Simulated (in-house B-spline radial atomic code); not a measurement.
# W⁷⁺: excited configurations

Wanted: excitation energies of W⁷⁺ as differences of total energies (ΔSCF).

Method: Dirac-Hartree-Fock, average of configuration, Fermi nucleus, basis-set limit. Code: in-house B-spline radial atomic code version 1.

## Step 1: The system

* element: tungsten (Z = 74)
* charge: +7
* electrons: 67
* configuration: [Xe] 4f13
* Hamiltonian: Dirac-Coulomb
* nucleus: Fermi, rms radius 5.366 fm

Outer shells as boxes (Hund's rule):

[Xe] 4f13
```
[Xe] core
4f [↑↓][↑↓][↑↓][↑↓][↑↓][↑↓][↑ ]
```

The boxes only draw the lowest term's filling; these runs average over all states of the configuration.

Input settings:

```ini
Z = 74
electrons = 67.0
configuration = [Xe] 4f13
hamiltonian = dirac
method = hf
spin_polarised = False
nucleus = fermi
rms_radius = 5.3658
mass_number = 184
atomic_mass = 183.95093318
speed_of_light = 137.035999084
```

From the earlier run of the reference: total energy -16144.642675 hartree. Levels, eight at most:

```csv
orbital,occupation,energy (eV),<r> (bohr)
4p3/2,4,-557.99,0.4854
4d3/2,4,-386.06,0.5024
4d5/2,6,-372.89,0.5133
5s1/2,2,-190.78,1.037
4f5/2,5.57143,-156.89,0.5712
4f7/2,7.42857,-154.42,0.5786
5p1/2,2,-154.28,1.112
5p3/2,4,-142.18,1.185
```

## Step 2: [Kr] 4d10 4f13 5s2 5p5 5f1

Input settings:

```ini
Z = 74
electrons = 67.0
configuration = [Kr] 4d10 4f13 5s2 5p5 5f1
hamiltonian = dirac
method = hf
spin_polarised = False
nucleus = fermi
rms_radius = 5.3658
mass_number = 184
atomic_mass = 183.95093318
speed_of_light = 137.035999084
```

## Step 3: Run with [Kr] 4d9 4f13 5s2 5p6 7p1

The settings differ from step 2 so:

```diff
@@ -2,3 +2,3 @@
 electrons = 67.0
-configuration = [Kr] 4d10 4f13 5s2 5p5 5f1
+configuration = [Kr] 4d9 4f13 5s2 5p6 7p1
 hamiltonian = dirac
```

## Step 4: Configuration [Kr] 4d10 4f13 5s2 5p5 9f1

The settings differ from step 3 so:

```diff
@@ -2,3 +2,3 @@
 electrons = 67.0
-configuration = [Kr] 4d9 4f13 5s2 5p6 7p1
+configuration = [Kr] 4d10 4f13 5s2 5p5 9f1
 hamiltonian = dirac
```

## Step 5: Run with [Kr] 4d10 4f13 5s2 5p5 8p1

The settings differ from step 4 so:

```diff
@@ -2,3 +2,3 @@
 electrons = 67.0
-configuration = [Kr] 4d10 4f13 5s2 5p5 9f1
+configuration = [Kr] 4d10 4f13 5s2 5p5 8p1
 hamiltonian = dirac
```

## Step 6: [Xe] 4f12 9f1

The settings differ from step 5 so:

```diff
@@ -2,3 +2,3 @@
 electrons = 67.0
-configuration = [Kr] 4d10 4f13 5s2 5p5 8p1
+configuration = [Xe] 4f12 9f1
 hamiltonian = dirac
```

## Step 7: [Xe] 4f12 6g1

The settings differ from step 6 so:

```diff
@@ -2,3 +2,3 @@
 electrons = 67.0
-configuration = [Xe] 4f12 9f1
+configuration = [Xe] 4f12 6g1
 hamiltonian = dirac
```

Q: How far above the reference does each configuration lie (order and size, in eV)?

The runs gave:

| net move | configuration | energy above the reference (eV) | with Breit, QED, recoil (eV) | largest <r> (bohr) |
| --- | --- | --- | --- | --- |
| 5p → 5f | [Kr] 4d10 4f13 5s2 5p5 5f1 | 90.907 | 90.731 | 2.24 |
| 5p → 8p | [Kr] 4d10 4f13 5s2 5p5 8p1 | 118.20 | 118.05 | 5.98 |
| 4f → 6g | [Xe] 4f12 6g1 | 124.77 | 124.97 | 5.36 |
| 5p → 9f | [Kr] 4d10 4f13 5s2 5p5 9f1 | 131.92 | 131.76 | 11.3 |
| 4f → 9f | [Xe] 4f12 9f1 | 135.68 | 135.88 | 11.3 |
| 4d → 7p | [Kr] 4d9 4f13 5s2 5p6 7p1 | 330.06 | 329.85 | 3.99 |

Quantum defects of the promoted electron, δ = n − ζ/√(−2ε) with ζ = 8 and ε its orbital energy in hartree:

| promotion | δ |
| --- | --- |
| 5p → 8p | 2.350 |
| 4f → 6g | 0.042 |
| 5p → 9f | 0.983 |
| 4f → 9f | 1.002 |
| 4d → 7p | 2.383 |

**Reading.** At the bottom stands 5p → 5f (90.907 eV), at the top 4d → 7p (330.06 eV). Koopmans' estimate of the ionisation threshold is 142.18 eV; 1 configuration exceeds it and could autoionise. The defect is largest for 7p (2.38) and least for 6g (0.04): low angular momentum penetrates the core, high angular momentum stays outside it. Two partly filled shells share a symmetry and can mix in the average, which may lower the energy, for: 5p → 5f; 5p → 8p; 5p → 9f; 4f → 9f. These are averages over configurations, without correlation, not spectroscopic levels.
